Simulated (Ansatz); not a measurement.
# CH4Cl2SiTe: basis-set convergence

One table from this session's results is given with a row withheld; the runs are named, their logs left out.

Computed with Ansatz 0.2.0, Gaussian basis. Level: one geometry, several basis sets.

Plan: PBE0-D4/def2-SVP; ωB97M-V/def2-SVP; PBE0-D4/def2-QZVPP; ωB97M-V/def2-QZVPP; the functionals' def2-TZVPP values are taken from earlier runs.

## The geometry

The geometry comes from an earlier relaxation with PBE0-D4 in a triple-zeta def2 set; it is a stationary point, not always the lowest conformer. Te takes the def2 core potential; no spin-orbit term is included.

SMILES `[SiH3]C(Cl)(Cl)[TeH]`, 9 atoms, charge 0, spin multiplicity 1.

Atoms are counted from 1 here; the program's logs count them from 0.

Bond lengths: Si1–C2 1.898 Å, Si1–H6 1.483 Å, Si1–H7 1.484 Å, Si1–H8 1.481 Å, C2–Cl3 1.775 Å, C2–Cl4 1.782 Å, C2–Te5 2.168 Å, Te5–H9 1.660 Å. Angles: C2–Si1–H6 107.4°, C2–Si1–H7 108.4°, C2–Si1–H8 108.2°, H6–Si1–H7 110.7°, H6–Si1–H8 111.0°, H7–Si1–H8 111.0°, Si1–C2–Cl3 109.0°, Si1–C2–Cl4 108.7°, Si1–C2–Te5 111.1°, Cl3–C2–Cl4 110.5°, Cl3–C2–Te5 112.2°, Cl4–C2–Te5 105.3°, C2–Te5–H9 92.4°.

The first run:

Contents of in.yaml:

```yaml
crystal:
  periodic: [false, false, false]
  atoms:
    - {symbol: Si, position_ang: [-0.008010, -1.149699, 0.295309]}
    - {symbol: C, position_ang: [0.259285, 0.485361, -0.630735]}
    - {symbol: Cl, position_ang: [1.918962, 1.045652, -0.346723]}
    - {symbol: Cl, position_ang: [-0.015328, 0.208098, -2.369669]}
    - {symbol: Te, position_ang: [-1.216557, 1.962332, -0.045576]}
    - {symbol: H, position_ang: [0.134488, -0.867667, 1.744400]}
    - {symbol: H, position_ang: [1.023546, -2.116759, -0.155026]}
    - {symbol: H, position_ang: [-1.369528, -1.641438, -0.018123]}
    - {symbol: H, position_ang: [-0.638457, 2.027822, 1.509043]}
basis:
  gaussian: {orbitals: def2-SVP}
hamiltonian: {xc: pbe0, dispersion: d4}
output: {orbitals: {seedname: orbitals}}
```

Launch:

```bash
$ ansatz run in.yaml --threads 4 --pin off --events-out ev --progress --plain --max-ram 10444MiB
```

Steps of the session up to this table: PBE0-D4 in def2-SVP; ωB97M-V in def2-SVP; PBE0-D4 in def2-QZVPP; ωB97M-V in def2-QZVPP.

One of the session's tables, all rows but one given; the rest of the session is left out.

It belongs to the step «Functionals by basis». 

```
functional       basis  HOMO (eV)  LUMO (eV)
   PBE0-D4    def2-SVP      -6.56      -1.49
   PBE0-D4  def2-TZVPP      -6.68      -1.72
   PBE0-D4  def2-QZVPP      -6.71      -1.77
   ωB97M-V    def2-SVP          ?          ?
   ωB97M-V  def2-TZVPP      -8.80       0.19
   ωB97M-V  def2-QZVPP      -8.83       0.11
```

Estimate the missing values for ωB97M-V, def2-SVP.

**Answer.** HOMO (eV): -8.64; LUMO (eV): 0.52. In the column «HOMO (eV)» it lies between ωB97M-V, def2-TZVPP (-8.80) and PBE0-D4, def2-QZVPP (-6.71).
